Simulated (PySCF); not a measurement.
# GaCl₃: electronic structure in real space

Aim: take GaCl₃ and analyse its density (charges, bond critical points, surface potential), see where an electron leaves and enters, pull one bond apart with RHF, UHF and CASSCF and localise its valence orbitals.

Method: levels as typed in each script, gas phase, geometry from GFN2-xTB; program: PySCF 2.14.0.

1 further run of the same task is left out (it didn't finish).

### 1 Where the work starts

SMILES `Cl[Ga](Cl)Cl`, 4 atoms, charge 0, spin multiplicity 1.

Bond lengths: Cl1–Ga2 2.090 Å, Ga2–Cl3 2.089 Å, Ga2–Cl4 2.088 Å. Angles: Cl1–Ga2–Cl3 119.9°, Cl1–Ga2–Cl4 120.0°, Cl3–Ga2–Cl4 120.0°.

Geometry (Å):

```mol
Cl3Ga
  3D, bonds by distance, orders not assigned

  4  3  0  0  0  0  0  0  0  0999 V2000
    1.5238   -1.4293    0.0000 Cl  0  0
   -0.0007    0.0000    0.0000 Ga  0  0
    0.4765    2.0340    0.0000 Cl  0  0
   -1.9991   -0.6047    0.0000 Cl  0  0
  1  2  8  0
  2  3  8  0
  2  4  8  0
M  END
```

### 2 Density, bond paths and surface potential (r2SCAN/def2-tzvp)

The input, input.py:

```python
import numpy as np
from pyscf import gto, scf, dft
from pyscf.scf import atom_ks, atom_hf
from scipy.linalg import block_diag

def solve(mol, dm0=None, hcore=None):
    mf = (dft.UKS if mol.spin else dft.RKS)(mol, xc='r2scan')
    mf.grids.level = 3
    mf = mf.density_fit(auxbasis='def2-universal-jkfit')
    mf.conv_tol, mf.max_cycle = 1e-8, 80
    if hcore is not None:
        mf.get_hcore = lambda *args: hcore
    mf.kernel(dm0)
    if not mf.converged:
        mf = mf.newton().run(mf.mo_coeff, mf.mo_occ, max_cycle=30)
    assert mf.converged, 'SCF not converged'
    return mf

mol = gto.M(atom='''
Cl     1.52384    -1.42934     0.00000
Ga    -0.00069     0.00000     0.00000
Cl     0.47655     2.03399     0.00000
Cl    -1.99914    -0.60465     0.00000
''', basis='def2-tzvp', charge=0, spin=0, verbose=4)
mf = solve(mol)
mf.analyze()
# spherically averaged free atoms, for the promolecule
atm = atom_ks.get_atm_nrks(mol, xc='r2scan')
pro = block_diag(*[(atm[a[0]][2] * atm[a[0]][3]) @ atm[a[0]][2].T for a in mol._atom])
np.savez('result.npz', e=mf.e_tot, c=mf.mo_coeff, occ=mf.mo_occ, eps=mf.mo_energy, pro=pro, dip=mf.dip_moment(verbose=0), s2=mf.spin_square()[0])
```

Run with:

```bash
> OMP_NUM_THREADS=1 python input.py
```

### 4 Removing and adding an electron (BP86/def2-tzvp)

The input, input.py:

```python
import numpy as np
from pyscf import gto, scf, dft
from pyscf.scf import atom_ks, atom_hf
from scipy.linalg import block_diag

def solve(mol, dm0=None, hcore=None):
    mf = (dft.UKS if mol.spin else dft.RKS)(mol, xc='bp86')
    mf.grids.level = 3
    mf = mf.density_fit(auxbasis='def2-universal-jkfit')
    mf.conv_tol, mf.max_cycle = 1e-8, 80
    if hcore is not None:
        mf.get_hcore = lambda *args: hcore
    mf.kernel(dm0)
    if not mf.converged:
        mf = mf.newton().run(mf.mo_coeff, mf.mo_occ, max_cycle=30)
    assert mf.converged, 'SCF not converged'
    return mf

mol = gto.M(atom='''
Cl     1.52384    -1.42934     0.00000
Ga    -0.00069     0.00000     0.00000
Cl     0.47655     2.03399     0.00000
Cl    -1.99914    -0.60465     0.00000
''', basis='def2-tzvp', charge=0, spin=0, verbose=4)
mf = solve(mol)
out = dict(e0=mf.e_tot, dm0=mf.make_rdm1(), c=mf.mo_coeff, occ=mf.mo_occ, eps=mf.mo_energy)
for name, dq, spin in [('cation', 1, 1), ('anion', -1, 1)]:
    ion = mol.copy().set(charge=mol.charge + dq, spin=spin).build()
    mi = solve(ion)
    if spin and dq > 0 and mol.nao < 130:
        c, _, stable, _ = mi.stability(return_status=True)
        if not stable:
            mi = solve(ion, mi.make_rdm1(c, mi.mo_occ))
    print(name, 'vertical energy change / eV', (mi.e_tot - mf.e_tot) * 27.211386)
    out.update({'e_' + name: mi.e_tot, 'dm_' + name: mi.make_rdm1(), 's2_' + name: mi.spin_square()[0], 'eps_' + name: mi.mo_energy, 'occ_' + name: mi.mo_occ})
# spherically averaged free atoms, for the promolecule
atm = atom_ks.get_atm_nrks(mol, xc='bp86')
pro = block_diag(*[(atm[a[0]][2] * atm[a[0]][3]) @ atm[a[0]][2].T for a in mol._atom])
np.savez('result.npz', pro=pro, **out)
```

### 6 Stretching a bond (cc-pvdz)

The input, input.py:

```python
import numpy as np
from pyscf import gto, scf, mcscf

mol = gto.M(atom='''
Cl     1.52384    -1.42934     0.00000
Ga    -0.00069     0.00000     0.00000
Cl     0.47655     2.03399     0.00000
Cl    -1.99914    -0.60465     0.00000
''', basis='cc-pvdz', charge=0, spin=0, verbose=4)
# stretch the bond between atoms 2 and 4, from long to short, fragments rigid
a, b, move = 1, 3, [3]
xyz = mol.atom_coords(unit='Angstrom')
u = xyz[b] - xyz[a]
r0 = np.linalg.norm(u)
rows, last, dm_u = [], None, None
for r in [6.27, 4.93, 4.03, 3.47, 3.02, 2.69, 2.46, 2.24, 2.06]:
    new = xyz.copy()
    new[move] += u / r0 * (r - r0)
    m = mol.set_geom_(new, unit='Angstrom', inplace=False)
    rhf = scf.RHF(m).density_fit(auxbasis='def2-universal-jkfit').run()
    uhf = scf.UHF(m).density_fit(auxbasis='def2-universal-jkfit').newton()
    if dm_u is None:
        c = rhf.mo_coeff
        h = m.nelectron // 2 - 1
        ca, cb = c.copy(), c.copy()
        ca[:, h], cb[:, h] = (c[:, h] + c[:, h + 1]) / 2**.5, (c[:, h] - c[:, h + 1]) / 2**.5
        dm_u = np.array([x[:, :h + 1] @ x[:, :h + 1].T for x in (ca, cb)])
    uhf.kernel(dm0=dm_u)
    for _ in range(3):
        c, _, stable, _ = uhf.stability(return_status=True)
        if stable:
            break
        uhf.kernel(c, uhf.mo_occ)
    dm_u = uhf.make_rdm1()
    mc = mcscf.CASSCF(rhf, 2, 2)
    mc.natorb = True
    mc.fix_spin_(ss=0)
    guess = mcscf.addons.make_natural_orbitals(uhf)[1] if last is None else mcscf.project_init_guess(mc, last.mo_coeff, last.mol)
    mc.kernel(guess)
    last = mc
    act = slice(mc.ncore, mc.ncore + mc.ncas)
    print('r %.3f  RHF %.6f  UHF %.6f  <S^2> %.3f  CASSCF %.6f  occupations' % (r, rhf.e_tot, uhf.e_tot, uhf.spin_square()[0], mc.e_tot), mc.mo_occ[act].round(4))
    rows.append((new, rhf.e_tot, uhf.e_tot, uhf.spin_square()[0], mc.e_tot, mc.mo_occ[act], mc.mo_coeff[:, act], dm_u[0] - dm_u[1], rhf.converged and uhf.converged and mc.converged))
    np.savez('result.npz', **{k: [row[i] for row in rows] for i, k in enumerate('xyz rhf uhf s2 cas occ c spin ok'.split())})
```

### 8 Localised orbitals (wB97X/def2-svp)

The input, input.py:

```python
import numpy as np
from pyscf import gto, scf, dft, lo
from pyscf.data.elements import chemcore

def solve(mol, dm0=None, hcore=None):
    mf = (dft.UKS if mol.spin else dft.RKS)(mol, xc='wb97x')
    mf.grids.level = 3
    mf = mf.density_fit(auxbasis='def2-universal-jkfit')
    mf.conv_tol, mf.max_cycle = 1e-8, 80
    if hcore is not None:
        mf.get_hcore = lambda *args: hcore
    mf.kernel(dm0)
    if not mf.converged:
        mf = mf.newton().run(mf.mo_coeff, mf.mo_occ, max_cycle=30)
    assert mf.converged, 'SCF not converged'
    return mf

mol = gto.M(atom='''
Cl     1.52384    -1.42934     0.00000
Ga    -0.00069     0.00000     0.00000
Cl     0.47655     2.03399     0.00000
Cl    -1.99914    -0.60465     0.00000
''', basis='def2-svp', charge=0, spin=0, verbose=4)
mf = solve(mol)
occ_all = mf.mo_coeff[:, mf.mo_occ > 0]
occ = occ_all[:, chemcore(mol):]
loc = lo.ibo.ibo(mol, occ, iaos=lo.iao.iao(mol, occ_all))
fock, s = mf.get_fock(), mf.get_ovlp()
ortho = lo.orth_ao(mol, 'meta_lowdin')
ortho = lo.vec_lowdin(lo.iao.iao(mol, occ_all), s)
labels = lo.iao.reference_mol(mol).ao_labels(fmt=None)
vir = lo.vvo.livvo(mol, occ_all, mf.mo_coeff[:, mf.mo_occ == 0])
both = np.hstack([loc, vir])
p = (ortho.T @ s @ both) ** 2
pop = np.array([p[[l[0] == a for l in labels]].sum(0) for a in range(mol.natm)])
spd = np.array([[p[[l[0] == a and l[2][-1] == k for l in labels]].sum(0) for k in 'spd'] for a in range(mol.natm)])
eps = np.einsum('pi,pq,qi->i', both, fock, both)
for i in np.argsort(eps):
    top = np.argsort(-pop[:, i])[:3]
    print('%3d %s %9.4f Eh ' % (i + 1, 'occ' if i < loc.shape[1] else 'vir', eps[i]), '  '.join('%s%d %.3f' % (mol.atom_symbol(a), a + 1, pop[a, i]) for a in top))
np.savez('result.npz', c=both, nocc=loc.shape[1], pop=pop, spd=spd, eps=eps, e=mf.e_tot)
```

(Steps that only read results are left out.)

**Question.** What will these runs give? Wanted: dipole moment; HOMO, LUMO; vertical ionisation energy; vertical electron affinity.

**Answer**, as computed:

```
                                                 quantity            value
                         dipole moment (r2SCAN/def2-tzvp)           0.01 D
                            HOMO, LUMO (r2SCAN/def2-tzvp)  -8.40, -2.39 eV
              vertical ionisation energy (BP86/def2-tzvp)         11.01 eV
              vertical electron affinity (BP86/def2-tzvp)          0.17 eV
localised occupied orbitals above −45 eV (wB97X/def2-svp)               17
```

In words: At r2SCAN/def2-tzvp: The highest Hirshfeld charge is on Ga2 (+0.47 e), the lowest on Cl1, Cl3 and Cl4 (−0.16 e). The ionisation energy from two SCF runs, 11.01 eV, lies 2.9 eV above −ε(HOMO) = 8.12 eV of the same level, BP86/def2-tzvp, since self-interaction lifts this functional's HOMO. All values hold at the given geometry, in the gas phase.
